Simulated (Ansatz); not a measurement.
## BrClFH₂NSi, SMILES N[Si](F)(Cl)Br: harmonic frequencies at the relaxed geometry, step by step

Program: Ansatz 0.2.0 through its Python package.

Typed at the interpreter:
```pycon
>>> import ansatz as az
>>> from ase import Atoms
>>> from ase.thermochemistry import IdealGasThermo
>>> import numpy as np
>>> atoms = Atoms(["N", "Si", "F", "Cl", "Br", "H", "H"], positions=[
...     (0.7418, -0.3496, 0.8646),
...     (-0.449, 0.1666, -0.3085),
...     (0.1463, -0.2668, -1.7252),
...     (-2.134, -0.7819, 0.0106),
...     (-0.6697, 2.3412, -0.229),
...     (1.5804, 0.128, 0.5859),
...     (0.8456, -1.3053, 0.756),
... ])
>>> brclfh2nsi = az.Crystal.molecule_from_ase(atoms)
>>> calculation = (
...     brclfh2nsi.calculation()
...     .basis(gaussian="def2-SVP")
...     .functional("hf")
... )
>>> symbols = [site.symbol for site in brclfh2nsi.cartesian_sites]
>>> start = np.array([site.position_ang for site in brclfh2nsi.cartesian_sites], dtype=float)
>>> def progress(event):
...     if event["event"] == "relax_step":
...         row = event["data"]
...         print(f"step {row['step']:3d}  E = {row['lagrangian_ev']:.6f} eV  max force {row['allowed_force_max_ev_ang']:.4f} eV/A")
...
>>> report = calculation.relax(force_tolerance=0.003).session().plan().execute(on_event=progress).report
step   1  E = -94570.883877 eV  max force 2.8067 eV/A
step   2  E = -94571.122957 eV  max force 1.1378 eV/A
step   3  E = -94571.191614 eV  max force 0.7649 eV/A
step   4  E = -94571.179770 eV  max force 1.6328 eV/A
step   5  E = -94571.250392 eV  max force 0.5473 eV/A
step   6  E = -94571.279412 eV  max force 0.2996 eV/A
step   7  E = -94571.284358 eV  max force 0.3213 eV/A
step   8  E = -94571.283923 eV  max force 0.2842 eV/A
step   9  E = -94571.289246 eV  max force 0.0404 eV/A
step  10  E = -94571.289378 eV  max force 0.0170 eV/A
step  11  E = -94571.289416 eV  max force 0.0149 eV/A
step  12  E = -94571.289452 eV  max force 0.0220 eV/A
step  13  E = -94571.289470 eV  max force 0.0156 eV/A
step  14  E = -94571.289429 eV  max force 0.0317 eV/A
step  15  E = -94571.289478 eV  max force 0.0067 eV/A
step  16  E = -94571.289464 eV  max force 0.0218 eV/A
step  17  E = -94571.289481 eV  max force 0.0013 eV/A
>>> end = np.array(report["positions_ang"])
>>> print("bond        before    after (A)")
bond        before    after (A)
>>> for i, j in [(0, 1), (0, 5), (0, 6), (1, 2), (1, 3), (1, 4)]:
...     d0, d1 = (np.linalg.norm(xyz[i] - xyz[j]) for xyz in (start, end))
...     print(f"{symbols[i]}{i}-{symbols[j]}{j}".ljust(10), f"{d0:8.4f} {d1:8.4f}")
...
N0-Si1       1.7495   1.6794
N0-H5        1.0045   1.0006
N0-H6        0.9674   1.0010
Si1-F2       1.5966   1.5974
Si1-Cl3      1.9598   2.0430
Si1-Br4      2.1872   2.2040
>>> for i, j, k in [(1, 0, 5), (1, 0, 6), (5, 0, 6), (0, 1, 2), (0, 1, 3), (0, 1, 4), (2, 1, 3), (2, 1, 4)]:
...     u, v = end[i] - end[j], end[k] - end[j]
...     print(f"angle {symbols[i]}{i}-{symbols[j]}{j}-{symbols[k]}{k}: {np.degrees(np.arccos(np.clip(u @ v / np.linalg.norm(u) / np.linalg.norm(v), -1, 1))):.2f} deg")
...
angle Si1-N0-H5: 123.11 deg
angle Si1-N0-H6: 122.76 deg
angle H5-N0-H6: 113.50 deg
angle N0-Si1-F2: 114.08 deg
angle N0-Si1-Cl3: 109.67 deg
angle N0-Si1-Br4: 109.96 deg
angle F2-Si1-Cl3: 105.41 deg
angle F2-Si1-Br4: 105.49 deg
>>> minimum = az.Crystal.molecule()
>>> for symbol, xyz in zip(symbols, end):
...     minimum = minimum.atom(symbol, xyz.tolist())
...
>>> vibrating = (
...     minimum.calculation()
...     .basis(gaussian="def2-SVP")
...     .functional("hf")
...     .phonons(temperatures=(100, 500, 100))
... )
>>> vib = vibrating.run().report["vibrations"]
>>> sums = vib["harmonic_sums"]
>>> modes = [m["omega_inv_cm"] for m in sums["modes_at_gamma"] if m["rigid_motion"] == "no"]
>>> print("frequencies (1/cm):", " ".join(f"{w:.0f}" for w in modes))
frequencies (1/cm): 124 147 254 269 288 298 332 466 599 883 908 1018 1669 3805 3911
>>> print("imaginary modes:", sum(w < 0 for w in modes), " zero-point energy:", round(sums["zero_point_energy_ev"], 4), "eV")
imaginary modes: 0  zero-point energy: 0.9282 eV
>>> gas = IdealGasThermo(vib_energies=[w / 8065.544 for w in modes if w > 0], geometry="linear" if len(modes) == 3 * len(symbols) - 5 else "nonlinear",
...                      atoms=Atoms(symbols, positions=end), symmetrynumber=1, spin=0.0)
>>> print(f"H(298 K) - E = {gas.get_enthalpy(298.15, verbose=False):.4f} eV")
H(298 K) - E = 1.1418 eV
>>> print(f"S(298 K, 1 bar) = {96485.33 * gas.get_entropy(298.15, 1e5, verbose=False):.1f} J/(mol K) with symmetry number 1")
S(298 K, 1 bar) = 356.1 J/(mol K) with symmetry number 1
```

Notes:
- These settings explore the input space; basis and method may be short of convergence.
- The frequencies are harmonic and unscaled, in a modest basis. The result belongs to the one conformer reached from this start, and soft torsions count as harmonic oscillators.
- The entropy takes a symmetry number of 1; a symmetric molecule's is lower by R ln(sigma).
- Run time: 3.1 min on 1 thread of Arm Neoverse V1, with other jobs on the host, peak memory 0.37 GiB.

(Lines on the test bed's own set-up are left out of the output.)
